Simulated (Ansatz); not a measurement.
**CH₃BClF: how energies converge with the basis set**

One table from this session's results is given with a row withheld; the runs are named, their logs left out.

Computed with Ansatz 0.2.0, Gaussian basis. Level: one geometry, several basis sets.

Plan: PBE0-D4/def2-SVP; ωB97M-V/def2-SVP; PBE0-D4/def2-QZVPP; ωB97M-V/def2-QZVPP; the functionals' def2-TZVPP values are taken from earlier runs.

### The relaxed structure

All runs share one geometry, relaxed beforehand with PBE0-D4 in a triple-zeta def2 set.

SMILES `FCBCl`, 7 atoms, charge 0, spin multiplicity 1.

Atoms are counted from 1 here; the program's logs count them from 0.

Bond lengths: F1–C2 1.379 Å, C2–B3 1.557 Å, C2–H5 1.101 Å, C2–H6 1.101 Å, B3–Cl4 1.731 Å, B3–H7 1.193 Å. Angles: F1–C2–B3 115.8°, F1–C2–H5 108.6°, F1–C2–H6 108.6°, B3–C2–H5 108.9°, B3–C2–H6 108.9°, H5–C2–H6 105.4°, C2–B3–Cl4 122.1°, C2–B3–H7 119.3°, Cl4–B3–H7 118.6°.

As a file:

```xyz
7
CH3BClF
F    -1.41169    0.98064    0.17696
C    -0.07231    0.65340    0.19756
B     0.27768   -0.80073   -0.23395
Cl   -0.93969   -1.93613   -0.71008
H     0.47187    1.35802   -0.44955
H     0.31666    0.82743    1.21234
H     1.41868   -1.15074   -0.23898
```

The first run:

in.yaml reads:

```yaml
crystal:
  periodic: [false, false, false]
  atoms:
    - {symbol: F, position_ang: [-1.411693, 0.980643, 0.176961]}
    - {symbol: C, position_ang: [-0.072312, 0.653403, 0.197557]}
    - {symbol: B, position_ang: [0.277680, -0.800731, -0.233946]}
    - {symbol: Cl, position_ang: [-0.939686, -1.936129, -0.710080]}
    - {symbol: H, position_ang: [0.471867, 1.358023, -0.449549]}
    - {symbol: H, position_ang: [0.316659, 0.827431, 1.212340]}
    - {symbol: H, position_ang: [1.418682, -1.150741, -0.238983]}
basis:
  gaussian: {orbitals: def2-SVP}
hamiltonian: {xc: pbe0, dispersion: d4}
output: {orbitals: {seedname: orbitals}}
```

Command:

```sh
> ansatz run in.yaml --threads 2 --pin off --events-out ev --progress --plain --max-ram 4352MiB
```

Steps of the session up to this table: PBE0-D4 in def2-SVP; ωB97M-V in def2-SVP; PBE0-D4 in def2-QZVPP; ωB97M-V in def2-QZVPP.

One table of the session follows, with a row left open; its other results are not shown here.

It belongs to the step «Density functionals: the series». 

```
functional       basis  HOMO (eV)
   PBE0-D4    def2-SVP      -8.49
   PBE0-D4  def2-TZVPP      -8.63
   PBE0-D4  def2-QZVPP          ?
   ωB97M-V    def2-SVP     -10.76
   ωB97M-V  def2-TZVPP     -10.94
   ωB97M-V  def2-QZVPP     -10.97
```

Estimate the missing values for PBE0-D4, def2-QZVPP.

**Answer.** HOMO (eV): -8.66. In the column «HOMO (eV)» it lies between ωB97M-V, def2-SVP (-10.76) and PBE0-D4, def2-TZVPP (-8.63).
